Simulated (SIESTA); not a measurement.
Mn in SIESTA: the effect of Hubbard term

Mn, a sheet with vacuum:

```
Mn
1.0
     2.61432    0.00000    0.00000
     0.00000    2.61432    0.00000
     0.00000    0.00000   23.80000
Mn
1
Direct
  0.00000 0.00000 0.29412
```

The cell was built by a generator and needn't be a form met in nature.

Alike in all runs:

| Quantity | Value |
| --- | --- |
| Program | SIESTA 5.4.2 |
| Task | single point |
| Functional | PBE |
| Potentials or basis | PseudoDojo 0.4 standard (PBE files) |
| Basis | DZP (energy shift 0.003 Ry; two zetas on semicore shells) |
| Grid cutoff | 800 Ry |
| Energy shift | 0.003 Ry |
| k mesh | 10 × 10 × 1 |
| Occupations | fermi-dirac, width 0.05 eV |
| Spin | collinear spin, ferromagnetic start |
| Starting moments | [4.0] μB |
| dipole correction | yes |
| Hubbard projector method | 1 |
| U from the first cycle | yes |

Problem. One run gave: moment 4.67 μB; work function 3.27 eV. Which Hubbard term did it use?
A. none
B. Mn d U = 6 eV
C. Mn d U = 4 eV
D. Mn d U = 2 eV
E. Mn d U = 8 eV

Solution. D.

```tsv
Hubbard term	moment (μB)	work function (eV)
none	4.41	3.38
Mn d U = 2 eV	4.67	3.27
Mn d U = 4 eV	4.71	3.54
Mn d U = 6 eV	4.81	3.55
Mn d U = 8 eV	4.85	3.58
```

Caveats: the U is typed as a test and isn't derived for this compound (some runs).
